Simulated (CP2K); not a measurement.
# CH5FOSn (SMILES O[CH](F)[SnH3]), run twice

Aim: energy and gradient of CH5FOSn at PM6.

Program for the calculation: CP2K 2026.2.

2 further runs of the same task are left out: 2 set aside as unsound or not needed.

**1. The structure to begin with**

CH5FOSn: 9 atoms, total charge 0, spin state singlet. As SMILES, `O[CH](F)[SnH3]`. The shape comes from GFN2-xTB, which is rough for such elements, and wasn't checked as a minimum. This is one conformer, not always the lowest.

Bond lengths: O1–C2 1.365 Å, C2–F3 1.378 Å, C2–Sn4 2.238 Å, O1–H5 0.965 Å, C2–H6 1.092 Å, Sn4–H7 1.674 Å, Sn4–H8 1.668 Å, Sn4–H9 1.670 Å. Some angles: O1–C2–F3 109.7°, O1–C2–Sn4 113.2°, F3–C2–Sn4 109.7°, O1–C2–H6 107.5°, F3–C2–H6 106.3°, Sn4–C2–H6 110.1°, C2–O1–H5 109.3°, C2–Sn4–H7 109.7°, C2–Sn4–H8 109.5°, C2–Sn4–H9 113.5°.

**2. The input as first written**

File gas.inp:

```
&GLOBAL
  PROJECT gas
  RUN_TYPE ENERGY_FORCE
  PRINT_LEVEL MEDIUM
&END GLOBAL
&FORCE_EVAL
  METHOD QUICKSTEP
  &DFT
    ! Quickstep
    &QS
      METHOD GFN2
      EPS_DEFAULT 1.0E-10
      &SE
        &COULOMB
          CUTOFF [angstrom] 50
          RC_RANGE [angstrom] 0
        &END COULOMB
        &EXCHANGE
          CUTOFF [angstrom] 50
          RC_RANGE [angstrom] 0
        &END EXCHANGE
      &END SE
    &END QS
    &POISSON
      PERIODIC NONE
      POISSON_SOLVER ANALYTIC
    &END POISSON
    ! self-consistent field
    &SCF
      SCF_GUESS ATOMIC
      EPS_SCF 1.0E-07
      MAX_SCF 80
      ADDED_MOS 2
      &DIAGONALIZATION
        ALGORITHM STANDARD
      &END DIAGONALIZATION
      &MIXING
        METHOD DIRECT_P_MIXING
        ALPHA 0.4
      &END MIXING
    &END SCF
    &PRINT
      &MOMENTS
        PERIODIC F
        REFERENCE COM
        MAX_MOMENT 1
      &END MOMENTS
      &MO ON
        ENERGIES T
        OCCUPATION_NUMBERS T
        NDIGITS 6
        &EACH
          QS_SCF 0
        &END EACH
        ADD_LAST NUMERIC
      &END MO
      &HIRSHFELD OFF
      &END HIRSHFELD
    &END PRINT
  &END DFT
  ! atoms, cell and kinds
  &SUBSYS
    &CELL
      ABC 15.3 16.2 15.4
      PERIODIC NONE
    &END CELL
    &COORD
      UNIT bohr
      O      2.7228497     1.4344911    -1.7235247
      C      0.9565794     1.6804579     0.1391972
      F     -0.6478548     3.6517446    -0.4263789
      Sn    -1.2861098    -1.8447317     0.7886961
      H      1.8838491     1.2952183    -3.3363115
      H      1.9481943     2.2185196     1.8660479
      H     -2.8133487    -2.6403064    -1.8646873
      H      0.6650891    -4.2257867     1.4675046
      H     -3.4292482    -1.5696065     3.0894565
    &END COORD
    &TOPOLOGY
      &CENTER_COORDINATES
      &END CENTER_COORDINATES
    &END TOPOLOGY
  &END SUBSYS
  &PRINT
    &FORCES ON
    &END FORCES
  &END PRINT
&END FORCE_EVAL
```

Started as:

```sh
$ OMP_NUM_THREADS=1 cp2k.psmp gas.inp > gas.out
```

The program printed:

```text
*******************************************************************************
 *   ___                                                                       *
 *  /   \                                                                      *
 * [ABORT]                                                                     *
 *  \___/                   invalid value for enumeration:GFN2                 *
 *    |                                                                        *
 *  O/|                                                                        *
 * /| |                                                                        *
 * / \                                     input/input_enumeration_types.F:215 *
 *******************************************************************************

 ===== Routine Calling Stack =====

            6 val_create_parsing
            5 section_vals_parse
            4 section_vals_parse
            3 section_vals_parse
            2 section_vals_parse
            1 read_input

Program received signal SIGABRT: Process abort signal.

Backtrace for this error:
#0  0x5824be42f957 in ???
#1  0x5824dece4cac in __pthread_kill_implementation
#2  0x5824dec8bfb7 in raise
#3  0x5824dec75d37 in abort
#4  0x5824beb02d83 in ???
#5  0x5824beb04297 in ???
#6  0x5824beb04497 in ???
#7  0x5824bec6226f in ???
#8  0x5824bec7183b in ???
#9  0x5824bec7367b in ???
#10  0x5824bec738f7 in ???
#11  0x5824bec738f7 in ???
#12  0x5824bec738f7 in ???
#13  0x5824be549807 in ???
#14  0x5824bedb4e8b in ???
#15  0x5824bedb9d0b in ???
#16  0x5824be4d0db3 in ???
#17  0x5824be4cef13 in ???
#18  0x5824dec76573 in __libc_start_call_main
#19  0x5824dec76657 in __libc_start_main_impl
#20  0x5824be4cf06f in ???
#21  0xffffffffffffffff in ???
```

It took 0.22 s on 1 thread of Arm Neoverse V1, shared host.

**3. What went wrong**

The input was rejected.

The log says `\___/                   invalid value for enumeration:GFN2`. The cause is that the keyword for the method is given a word that it doesn't take.

**4. Try two**

File calc.inp:

```
&GLOBAL
  PROJECT_NAME calc
  RUN_TYPE ENERGY_FORCE
  PRINT_LEVEL MEDIUM
&END GLOBAL

&FORCE_EVAL
  METHOD QUICKSTEP
  &DFT
    &QS
      METHOD PM6
      EPS_DEFAULT 1.0E-10
      &SE
        &COULOMB
          CUTOFF [angstrom] 50
          RC_RANGE [angstrom] 0
        &END COULOMB
        &EXCHANGE
          CUTOFF [angstrom] 50
          RC_RANGE [angstrom] 0
        &END EXCHANGE
      &END SE
    &END QS
    &POISSON
      PERIODIC NONE
      POISSON_SOLVER ANALYTIC
    &END POISSON
    &SCF
      SCF_GUESS ATOMIC
      EPS_SCF 1.0E-07
      MAX_SCF 80
      ADDED_MOS 2
      &DIAGONALIZATION
        ALGORITHM STANDARD
      &END DIAGONALIZATION
      &MIXING
        METHOD DIRECT_P_MIXING
        ALPHA 0.4
      &END MIXING
    &END SCF
    &PRINT
      &MOMENTS
        PERIODIC F
        REFERENCE COM
        MAX_MOMENT 1
      &END MOMENTS
      &MO ON
        ENERGIES T
        OCCUPATION_NUMBERS T
        NDIGITS 6
        &EACH
          QS_SCF 0
        &END EACH
        ADD_LAST NUMERIC
      &END MO
      &HIRSHFELD OFF
      &END HIRSHFELD
    &END PRINT
  &END DFT
  &SUBSYS
    &CELL
      ABC 15.3 16.2 15.4
      PERIODIC NONE
    &END CELL
    &COORD
      UNIT bohr
      O      2.7228497     1.4344911    -1.7235247
      C      0.9565794     1.6804579     0.1391972
      F     -0.6478548     3.6517446    -0.4263789
      Sn    -1.2861098    -1.8447317     0.7886961
      H      1.8838491     1.2952183    -3.3363115
      H      1.9481943     2.2185196     1.8660479
      H     -2.8133487    -2.6403064    -1.8646873
      H      0.6650891    -4.2257867     1.4675046
      H     -3.4292482    -1.5696065     3.0894565
    &END COORD
    &TOPOLOGY
      &CENTER_COORDINATES
      &END CENTER_COORDINATES
    &END TOPOLOGY
  &END SUBSYS
  &PRINT
    &FORCES ON
    &END FORCES
  &END PRINT
&END FORCE_EVAL
```

Started as:

```sh
$ OMP_NUM_THREADS=1 cp2k.psmp calc.inp > calc.out
```

The program printed:

```text
CP2K| version string:                                       CP2K version 2026.2
[...]
 GLOBAL| Method name                                                        CP2K
[...]
 GLOBAL| Run type                                                   ENERGY_FORCE
[...]
                             - Atoms:                                          9
[...]
                             - Spherical basis functions:                     21
[...]
 Number of electrons:                                                         26
[...]
     1 P_Mix/Diag. 0.40E+00    0.0     0.72810454       -32.5144393372 -3.25E+01
[...]
    23 DIIS/Diag.  0.31E-07    0.0     0.00000006       -37.6998930256 -4.26E-14
  *** SCF run converged in    23 steps ***
  Core-core repulsion energy [eV]:                           1596.78176134540854
  Core Hamiltonian energy [eV]:                             -1693.28774965328239
  Two-electron integral energy [eV]:                        -1858.72054432546952
  Electronic energy [eV]:                                   -2622.64802181601726
  Total energy [eV]:                                        -1025.86626047060849
  Atomic reference energy [eV]:                              1023.30061700867191
  Heat of formation [kcal/mol]:                               -59.16514846123450
[...]
 SE_DIPOLE| Moment [Debye]          1.11549896       2.18161012      -0.37109902
 SE_DIPOLE| Derivative [a.u.]       0.00000000       0.00000000       0.00000000
 ENERGY| Total FORCE_EVAL ( QS ) energy [hartree]            -37.699893025596218
 FORCES| Atomic forces [hartree/bohr]
 FORCES|   Atom     x               y               z               |f|
 FORCES|      1  6.21663586E-03  5.65529683E-03 -1.07662297E-02   1.36579883E-02
 FORCES|      2 -2.52168678E-02  5.26327727E-04  2.75637696E-02   3.73621311E-02
 FORCES|      3  7.59998802E-03 -1.54332668E-02 -3.13308241E-03   1.74860444E-02
 FORCES|      4 -1.53550951E-03  7.74420381E-03 -7.01127954E-03   1.05588126E-02
 FORCES|      5  3.39993974E-03 -2.30089294E-03 -1.50524685E-02   1.56022597E-02
 FORCES|      6  6.83128886E-03  1.85591643E-03  5.79785986E-03   9.15019739E-03
 FORCES|      7 -4.35200972E-03  1.42362660E-03 -1.22721488E-02   1.30985624E-02
 FORCES|      8  1.35339761E-02 -6.89992313E-03  3.94057278E-03   1.56941251E-02
 FORCES|      9 -6.47744159E-03  7.42871146E-03  1.09330067E-02   1.47198383E-02
 FORCES| Sum    -2.08166817E-17  9.29811783E-16 -1.66533454E-16
 FORCES| Total atomic force                                       9.44836852E-16
[...]
```

Wall time 0.3 s (1 thread of Arm Neoverse V1, shared host).

**5. Summary of results**

At PM6:

```
                                 quantity           value
                             total energy    -37.69989 Eh
                            dipole moment          2.48 D
                              HOMO energy        -9.82 eV
                              LUMO energy         0.59 eV
                            HOMO–LUMO gap        10.41 eV
heat of formation at this unrelaxed shape  -59.2 kcal/mol
                 largest force on an atom      1.921 eV/Å
```

In words: The largest force is 1.92 eV/Å: the shape isn't a stationary point for this species at this level.
